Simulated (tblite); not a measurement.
# C7H11FGe: the cost of one run

Computed with tblite 0.8.0 and PySCF 2.14.0, with density-fitted response routines of our own, on a single molecule in the gas phase. Atoms count from 0, in the outputs and in this text.

## Step 1: The molecule as given

20 atoms, charge 0, multiplicity 1; geometry from: force field or distance geometry start.

Bonds of the start (Å): F0–C1 1.38, C1–C2 1.52, C2–C3 1.50, C3–C4 1.48, C4–C5 1.45, C5–C6 1.32, C6–Ge7 1.95, C6–C8 1.45, C8–C2 1.47, C8–C4 1.49, C1–H9 1.11, C1–H10 1.11, C2–H11 1.12, C3–H12 1.11, C3–H13 1.12, C4–H14 1.09, C5–H15 1.10, Ge7–H16 1.55, Ge7–H17 1.54, Ge7–H18 1.54, C8–H19 1.12.

## Step 2: Geometry optimisation with GFN2-xTB

Job settings and geometry (Å):

```
{"job": {"kind": "relax", "xc": "GFN2-xTB", "basis": "xTB"}, "charge": 0, "multiplicity": 1}
F     -3.244200     0.986600    -0.566300
C     -2.157300     1.219400     0.252500
C     -1.005800     0.383500    -0.292100
C     -1.399900    -1.058900    -0.298400
C     -0.256200    -1.349200     0.592200
C      1.060700    -1.533700     0.012400
C      1.410000    -0.256800     0.024100
Ge     2.955800     0.815800    -0.475400
C      0.123200     0.088200     0.605600
H     -2.434500     0.852100     1.259000
H     -1.915800     2.301400     0.215300
H     -0.708800     0.696500    -1.320800
H     -1.296300    -1.580700    -1.278300
H     -2.418800    -1.230600     0.136200
H     -0.444100    -1.701500     1.610700
H      1.627100    -2.418300    -0.314300
H      4.236900    -0.055600    -0.431900
H      3.083800     1.939700     0.565200
H      2.642900     1.321500    -1.900700
H      0.136200     0.591400     1.601900
```

Launch:

```bash
$ OMP_NUM_THREADS=1 python probes_run.py task.json out
```

One launch serves the whole session: the jobs run in the order shown.

**Question.** How long does this first job take on 1 thread of Arm Neoverse N1, shared host, and how much memory does it need?

About 1.4 s, with a peak of 0.18 GiB.
